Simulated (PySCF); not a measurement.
# CH3F2NSi (SMILES FC(F)=N[SiH3]) at HF/ANO-RCC-MB (sfX2C)

Aim: the vertical ionisation energy of CH3F2NSi at HF/ANO-RCC-MB (sfX2C), from 2 runs. 

The calculation is run with PySCF 2.14.0.

## Step 1: The structure to begin with

The species is CH3F2NSi (8 atoms), meant as a singlet with charge 0. As SMILES, `FC(F)=N[SiH3]`. Geometry: relaxed at PBE0-D4/def2-TZVP.

Bond lengths: F1–C2 1.312 Å, C2–F3 1.323 Å, C2–N4 1.224 Å, N4–Si5 1.734 Å, Si5–H6 1.481 Å, Si5–H7 1.482 Å, Si5–H8 1.486 Å. Angles: F1–C2–F3 107.0°, F1–C2–N4 124.7°, F3–C2–N4 128.3°, C2–N4–Si5 131.4°, N4–Si5–H6 107.1°, N4–Si5–H7 107.1°, N4–Si5–H8 113.0°, H6–Si5–H7 110.0°, H6–Si5–H8 109.7°, H7–Si5–H8 109.7°.

## Step 2: A single-point energy at HF/ANO-RCC-MB (sfX2C)

File calc.py:

```python
from pyscf import gto

molecule = gto.Mole()
molecule.atom = [
    ('F', (2.154400, -1.432200, 0.932000)),
    ('C', (0.973400, -0.966100, 0.602200)),
    ('F', (0.076200, -1.822100, 1.064300)),
    ('N', (0.782500, 0.072400, -0.017600)),
    ('Si', (-0.679000, 0.844400, -0.540400)),
    ('H', (-0.704100, 2.192700, 0.073000)),
    ('H', (-0.608400, 0.959200, -2.015800)),
    ('H', (-1.902800, 0.094700, -0.153800)),
]
molecule.max_memory = 1860
molecule.verbose = 3
molecule.spin = 0
molecule.basis = 'ano-rcc-mb'
molecule.build()

mf = molecule.RHF()
mf = mf.sfx2c1e()
mf.conv_tol = 1e-10
mf.kernel()
if not mf.converged:
    mf = mf.newton().run(mf.mo_coeff, mf.mo_occ)

e_final = mf.e_tot
print('E(%s) = %.9f' % ('HF', e_final))
```

Launch:

```sh
$ OMP_NUM_THREADS=1 python calc.py
```

Output:

```text
converged SCF energy = -582.372553896851
E(HF) = -582.372553897
```

Run time: 3.6 s. Hardware: 1 thread of Arm Neoverse V2, shared host; peak memory 0.15 GiB.

## Step 3: The doublet cation, same level

File job.py:

```python
from pyscf import gto, scf

mol = gto.M(
    atom='''
F      2.154400    -1.432200     0.932000
C      0.973400    -0.966100     0.602200
F      0.076200    -1.822100     1.064300
N      0.782500     0.072400    -0.017600
Si    -0.679000     0.844400    -0.540400
H     -0.704100     2.192700     0.073000
H     -0.608400     0.959200    -2.015800
H     -1.902800     0.094700    -0.153800
''',
    max_memory=1860,
    verbose=3,
    charge=1,
    basis='ano-rcc-mb',
    spin=1,
)

myscf = scf.UHF(mol)
myscf = myscf.sfx2c1e()
myscf.conv_tol = 1e-10
myscf.kernel()
if not myscf.converged:
    myscf = myscf.newton().run(myscf.mo_coeff, myscf.mo_occ)

e_tot = myscf.e_tot
print('E(%s) = %.9f' % ('HF', e_tot))
```

Launch:

```sh
$ OMP_NUM_THREADS=1 python job.py
```

Output:

```text
converged SCF energy = -581.971410122413  <S^2> = 0.86217736  2S+1 = 2.1091964
E(HF) = -581.971410122
```

Run time: 3.6 s. Hardware: 1 thread of Arm Neoverse V2, shared host; peak memory 0.14 GiB.

## Step 4: Outcome

At HF/ANO-RCC-MB (sfX2C):

| quantity | value |
| --- | --- |
| singlet CH3F2NSi: total energy | -582.37255 Eh |
| singlet CH3F2NSi: dipole moment | 2.52 D |
| singlet CH3F2NSi: HOMO energy | -13.13 eV |
| singlet CH3F2NSi: LUMO energy | 3.62 eV |
| singlet CH3F2NSi: HOMO–LUMO gap | 16.75 eV |
| doublet cation: total energy | -581.97141 Eh |
| doublet cation: HOMO energy (highest over α and β) | -19.90 eV |
| doublet cation: LUMO energy (lowest over α and β) | -8.79 eV |
| doublet cation: ⟨S²⟩ | 0.862 |
| vertical ionisation energy (to the doublet cation) | 10.916 eV |

**Reading.** The vertical ionisation energy comes to 10.92 eV (252 kcal/mol). −ε(HOMO) before ionisation, 13.13 eV, is 2.21 eV above this ionisation energy. In a minimal basis such a difference can be off by several eV, whatever the method. ⟨S²⟩ (doublet cation) is 0.86 where a pure doublet has 0.75: the reference is spin-contaminated. Mulliken charges (doublet cation) run from -0.19 on F1 to +0.82 on C2; they depend strongly on the basis.
